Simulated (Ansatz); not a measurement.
# C2H6B2: up Jacob's ladder to CCSD(T)

How much do the methods differ for C2H6B2? The plan is to run it at one geometry with functionals of several rungs and with coupled cluster, and see how far each lands from CCSD(T) at the basis-set limit for the atomisation energy.

The runs use Ansatz 0.2.0, Gaussian basis; functionals in def2-TZVPP, the program's frozen cores in correlated methods.

Plan: LDA (SPW92), PBE-D4, revPBE-D4, BLYP-D4, r2SCAN-D4, B97M-V, PBE0-D4, B3LYP-D4, r2SCANh-D4, r2SCAN0-D4, HSE06-D4, BHLYP-D4, CAM-B3LYP-D4, LC-ωPBE, ωB97X-V, ωB97M-V, B2PLYP, PBE-QIDH; CCSD(T)/def2-SVP; CCSD(T)/def2-TZVPP; MP2/def2-QZVPP; extrapolation to the limit; RPA on PBE.

## Step 1: Structure used throughout

All runs share one geometry, relaxed beforehand with PBE0-D4 in a triple-zeta def2 set.

10 atoms, charge 0, spin multiplicity 1.

Atoms are counted from 1 here; the program's logs count them from 0.

Bond lengths: B1–C2 1.548 Å, B1–H5 1.197 Å, B1–H6 1.200 Å, C2–B3 1.548 Å, C2–C4 1.353 Å, B3–H7 1.200 Å, B3–H8 1.197 Å, C4–H9 1.089 Å, C4–H10 1.089 Å. Angles: C2–B1–H5 121.4°, C2–B1–H6 119.5°, H5–B1–H6 119.0°, B1–C2–B3 124.8°, B1–C2–C4 117.6°, B3–C2–C4 117.6°, C2–B3–H7 119.5°, C2–B3–H8 121.4°, H7–B3–H8 119.0°, C2–C4–H9 121.9°, C2–C4–H10 121.9°, H9–C4–H10 116.2°.

As a file:

```tsv
atom	x (Å)	y (Å)	z (Å)
B1	-1.1547	0.5794	-0.8224
C2	0.0162	0.0056	0.0117
B3	0.5224	-1.4551	-0.0630
C4	0.6439	0.8429	0.8686
H5	-1.7547	-0.0988	-1.6046
H6	-1.4710	1.7290	-0.6851
H7	1.4396	-1.7994	0.6304
H8	0.0189	-2.2532	-0.7986
H9	1.4767	0.5138	1.4884
H10	0.3456	1.8846	0.9776
```

## Step 2: LDA

This LDA is Slater exchange with PW92 correlation.

in.yaml reads:

```yaml
crystal:
  periodic: [false, false, false]
  atoms:
    - {symbol: B, position_ang: [-1.154679, 0.579363, -0.822370]}
    - {symbol: C, position_ang: [0.016177, 0.005638, 0.011718]}
    - {symbol: B, position_ang: [0.522434, -1.455146, -0.063000]}
    - {symbol: C, position_ang: [0.643906, 0.842911, 0.868581]}
    - {symbol: H, position_ang: [-1.754664, -0.098762, -1.604568]}
    - {symbol: H, position_ang: [-1.470996, 1.728963, -0.685092]}
    - {symbol: H, position_ang: [1.439619, -1.799401, 0.630355]}
    - {symbol: H, position_ang: [0.018896, -2.253230, -0.798650]}
    - {symbol: H, position_ang: [1.476722, 0.513816, 1.488431]}
    - {symbol: H, position_ang: [0.345587, 1.884650, 0.977594]}
basis:
  gaussian: {orbitals: def2-TZVPP}
hamiltonian: {xc: lda}
output: {orbitals: {seedname: orbitals}}
```

The run is started by

```bash
> ansatz run in.yaml --threads 2 --pin off --events-out ev --progress --plain --max-ram 4352MiB
```

Further steps of the session: PBE-D4 (GGA); revPBE-D4 (GGA); BLYP-D4 (GGA); r2SCAN-D4 (meta-GGA); B97M-V (meta-GGA); PBE0-D4 (hybrid); B3LYP-D4 (hybrid); r2SCANh-D4 (hybrid); r2SCAN0-D4 (hybrid); HSE06-D4 (hybrid); BHLYP-D4 (hybrid); CAM-B3LYP-D4 (range-separated); LC-ωPBE (range-separated); ωB97X-V (range-separated); ωB97M-V (range-separated); B2PLYP (double hybrid); PBE-QIDH (double hybrid); CCSD(T) in def2-SVP; CCSD(T) in def2-TZVPP; MP2 in def2-QZVPP; RPA on PBE orbitals.

Q: Predict the results of all the runs planned. Wanted: atomisation energy, CCSD(T)/CBS; farthest beyond LDA; mean size of error, GGA; mean size of error, meta-GGA; mean size of error, hybrid; mean size of error, range-separated; mean size of error, double hybrid; gap, smallest and largest; T1 diagnostic.

The runs gave:

```
                               quantity                                      value
        atomisation energy, CCSD(T)/CBS                              3797.2 kJ/mol
 functionals within 19.0 kJ/mol (0.5 %)     revPBE-D4, r2SCAN0-D4, LC-ωPBE, B2PLYP
                    farthest beyond LDA                      PBE-D4 (+86.5 kJ/mol)
                mean size of error, GGA                                39.5 kJ/mol
           mean size of error, meta-GGA                                44.3 kJ/mol
             mean size of error, hybrid                                35.3 kJ/mol
    mean size of error, range-separated                                32.4 kJ/mol
      mean size of error, double hybrid                                14.8 kJ/mol
              gap, smallest and largest  3.40 eV (LDA (SPW92)), 11.11 eV (LC-ωPBE)
                          T1 diagnostic                                     0.0106
triples share of the correlation energy                                      4.0 %
```

What this shows: LDA overbinds by 486.0 kJ/mol (13 %). PBE-D4 misses by +86.5 kJ/mol. Double hybrids carry the basis error of their MP2 part in triple zeta, and no dispersion term here, so their miss is partly the set-up's. By mean error the best rung here is double hybrid (14.8 kJ/mol) and the worst beyond LDA is meta-GGA (44.3 kJ/mol). Misses under about 19.0 kJ/mol are within the doubt on the reference itself, which lacks core-valence correlation, relativity and higher excitations. Hartree-Fock recovers 79 % of the binding; the rest is correlation. CCSD(T) in def2-SVP is off by -127.8 kJ/mol, more than most functionals: a good method in a small basis is no reference. The gap grows from 3.4 to 11.1 eV across the functionals, mostly with the share of exact exchange.
